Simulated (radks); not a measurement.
**Nuclear size and the levels of Sc²⁺**

Aim: how the total energy, the levels and the density at the nucleus of Sc²⁺ respond when the nuclear radius is scaled.

Program: radks (a radial shooting solver on a logarithmic mesh, Libxc functionals) version 1. Level of theory: Dirac Kohn-Sham, LDA (Slater exchange, Perdew-Wang correlation), spin-unpolarised, spherical densities, finite nucleus; open shells are shared between the two j in proportion to 2j + 1. These are calculated values, not measurements, unless marked.

### 1 Starting point

| Item | Value |
| --- | --- |
| element | scandium (Z = 21) |
| charge | +2 |
| electrons | 19 |
| configuration | [Ar] 3d1 |
| nuclear rms radius | 3.5459 fm |

The outer shells:

Sc²⁺
```
[Ar] core
3d [↑ ][  ][  ][  ][  ]
```

### 2 rms radius 3.5459 fm

The run's settings:

```text
Z 21
configuration [Ar] 3d1 4s0 4p0
relativity Dirac
functional lda,pw
spin unpolarised
j_filling average
nucleus finite rms 3.5459 fm
c 137.035999084
```

### 3 rms radius 3.0211 fm

Changes since step 2:

```diff
@@ -6,3 +6,3 @@
 j_filling average
-nucleus finite rms 3.5459 fm
+nucleus finite rms 3.0211 fm
 c 137.035999084
```

### 4 rms radius 3.2906 fm

Changes since step 3:

```diff
@@ -6,3 +6,3 @@
 j_filling average
-nucleus finite rms 3.0211 fm
+nucleus finite rms 3.2906 fm
 c 137.035999084
```

### 5 rms radius 3.8792 fm

Changes since step 4:

```diff
@@ -6,3 +6,3 @@
 j_filling average
-nucleus finite rms 3.2906 fm
+nucleus finite rms 3.8792 fm
 c 137.035999084
```

### 6 rms radius 4.3969 fm

Changes since step 5:

```diff
@@ -6,3 +6,3 @@
 j_filling average
-nucleus finite rms 3.8792 fm
+nucleus finite rms 4.3969 fm
 c 137.035999084
```

**Question.** What will these runs give? Wanted: for each run, rms radius; total energy shift; density at nucleus; 1s1/2 shift; 2s1/2 shift; 2p1/2 shift; 3s1/2 shift.

As calculated:

```
rms radius (fm)  total energy shift (eV)  density at nucleus (e/bohr³)  1s1/2 shift (meV)  2s1/2 shift (meV)  2p1/2 shift (meV)  3s1/2 shift (meV)
         3.0211                  -0.0106                          7240              -4.48             -0.365             0.0498            -0.0487
         3.2906                 -0.00535                          7223              -2.26             -0.185             0.0252            -0.0246
         3.5459                        0                          7208                  0                  0                  0                  0
         3.8792                  0.00757                          7189               3.20              0.261            -0.0356             0.0349
         4.3969                   0.0206                          7164               8.73              0.713            -0.0971             0.0950
```

Shifts are against the first run. Over the range the 1s1/2 level moves by 0.0132 eV and the 3s1/2 level by 0.144 meV. A larger nucleus binds the 1s electrons less and lowers the density at its centre. These are shifts of eigenvalues, not the field shifts of spectral lines.
